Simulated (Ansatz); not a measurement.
# Cl2H2SZn: the cost of one run

All numbers below are computed with Ansatz 0.2.0 (RKS PBE-D4/def2-SVP).

**1. The system as given**

Bond lengths: Zn1–Cl2 2.590 Å, Zn1–Cl3 2.240 Å, Zn1–S4 2.570 Å, S4–H5 1.400 Å, Cl2–H6 1.553 Å, S4–H6 1.598 Å. Angles: Zn1–Cl2–H6 70.7°, Cl2–Zn1–Cl3 180.0°, Cl2–Zn1–S4 71.6°, Cl3–Zn1–S4 108.4°, Zn1–S4–H5 109.5°, Zn1–S4–H6 70.9°, H5–S4–H6 141.0°, Cl2–H6–S4 146.8°.

Structure file:

```xyz
6

Zn    0.0000    0.0000    0.0000
Cl    0.0000    0.0000    2.5900
Cl    0.0000    0.0000   -2.2400
S    -2.4389    0.0000    0.8104
H    -3.1945   -0.8728    0.0184
H    -1.4656    0.0000    2.0775
```

**2. Pulling towards end A**

Springs on the bonds that form and break draw the guess towards this end; the thresholds are loose.

Contents of input.yaml:

```yaml
crystal:
  periodic: [false, false, false]
  atoms:
    - { symbol: Zn, position_ang: [0.0, 0.0, 0.0] }
    - { symbol: Cl, position_ang: [0.0, 0.0, 2.59] }
    - { symbol: Cl, position_ang: [0.0, 0.0, -2.24] }
    - { symbol: S, position_ang: [-2.4389, 0.0, 0.8104] }
    - { symbol: H, position_ang: [-3.1945, -0.8728, 0.0184] }
    - { symbol: H, position_ang: [-1.4656, 0.0, 2.0775] }
basis:
  gaussian: { orbitals: def2-SVP }
hamiltonian:
  xc: pbe
  dispersion: d4
relax:
  f_tol: 0.15
  max_steps: 25
  restrain:
    - { distance: [0, 3], at: 3.47, k: 30.0 }
    - { distance: [5, 1], at: 2.57, k: 30.0 }
    - { distance: [0, 1], at: 2.24, k: 30.0 }
    - { distance: [5, 3], at: 1.4, k: 30.0 }
```

Launch:

```console
ansatz run input.yaml --threads 2 --pin off --max-ram 3072MiB --backend cpu --events-out ev --progress --plain --runs-dir out
```

Q: Estimate wall time and peak memory on 2 threads of Arm Neoverse V1, shared host.

About 15 s, with a peak of 0.14 GiB.
